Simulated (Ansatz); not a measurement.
# AlGaHO (quartet): wave-function methods side by side at a displaced geometry (v2), cc-pVDZ

The task here is to estimate one member of a computed series from the others.

The runs use Ansatz 0.2.0, Gaussian basis; cc-pVDZ, core rule «outside noble gas», up to 20 orbitals frozen.

The runs, in order: UHF; CCSD(T) on ROHF; CCSD(T) on UHF; BCCD(T) on ROHF; CCSDT(Q) on ROHF; CCSDT(Q) on UHF.

28 further runs of the same task are left out: 1 for a known fault of the program, 11 that didn't finish, 16 set aside as unsound or not needed.

## The system

The geometry is a PBE0/def2-TZVP stationary point (not a proven minimum) with its atoms shifted at random (size 0.100 Å). No spin-orbit coupling is included. The filled d shell of Ga may be among the frozen orbitals whatever the setting's name suggests; the logs give the count.

4 atoms, charge 0, spin multiplicity 4.

Atoms are counted from 1 here; the program's logs count them from 0.

Bond lengths: Ga1–Al2 2.330 Å, Al2–O3 1.640 Å, O3–H4 0.969 Å. Angles: Ga1–Al2–O3 173.1°, Al2–O3–H4 176.9°.

Coordinates:

```xyz
4
AlGaHO
Ga    0.0646    0.0237   -2.8032
Al   -0.1003    0.0321   -0.4788
O    -0.0237   -0.0003    1.1591
H     0.0594   -0.0556    2.1229
```

Set-up of the first run:

in.yaml reads:

```yaml
crystal:
  periodic: [false, false, false]
  atoms:
    - {symbol: Ga, position_ang: [0.064568, 0.023749, -2.803159]}
    - {symbol: Al, position_ang: [-0.100306, 0.032123, -0.478765]}
    - {symbol: O, position_ang: [-0.023685, -0.000301, 1.159055]}
    - {symbol: H, position_ang: [0.059423, -0.055571, 2.122869]}
basis:
  gaussian: {orbitals: cc-pVDZ}
magnetization: {spin_polarized: true, initial_magnetization: 3}
hamiltonian: {xc: hf}
output: {orbitals: {seedname: orbitals}}
```

On the command line:

```console
ansatz run in.yaml --threads 1 --pin off --events-out ev --progress --plain --max-ram 2393MiB
```

Steps of the session up to this table: UHF; CCSD(T) on ROHF; CCSD(T) on UHF; BCCD(T) on ROHF; CCSDT(Q) on ROHF; CCSDT(Q) on UHF.

One of the session's tables, all rows but one given; the rest of the session is left out.

```
   method  from UCCSDT(Q) (kJ/mol)
     ROHF                   +781.7
      UHF                   +772.4
     RMP2                    +80.6
     UMP2                    +80.2
    RCCSD                    +28.0
    UCCSD                        ?
 RCCSD(T)                     +7.0
 UCCSD(T)                     +5.6
  BCCD(T)                     +6.9
   RCCSDT                     +3.9
   UCCSDT                     +2.5
RCCSDT(Q)                     +1.6
UCCSDT(Q)                        0
```

Q: Estimate the row for UCCSD from the others.

As computed: from UCCSDT(Q) (kJ/mol): +26.4. In the column «from UCCSDT(Q) (kJ/mol)» it lies between RCCSD(T) (+7.0) and RCCSD (+28.0).

Caveats from the session: Restricted and unrestricted rows rest on different reference determinants; where their highest levels disagree by more than a few hundredths of an eV, they describe different states and don't form one ladder.
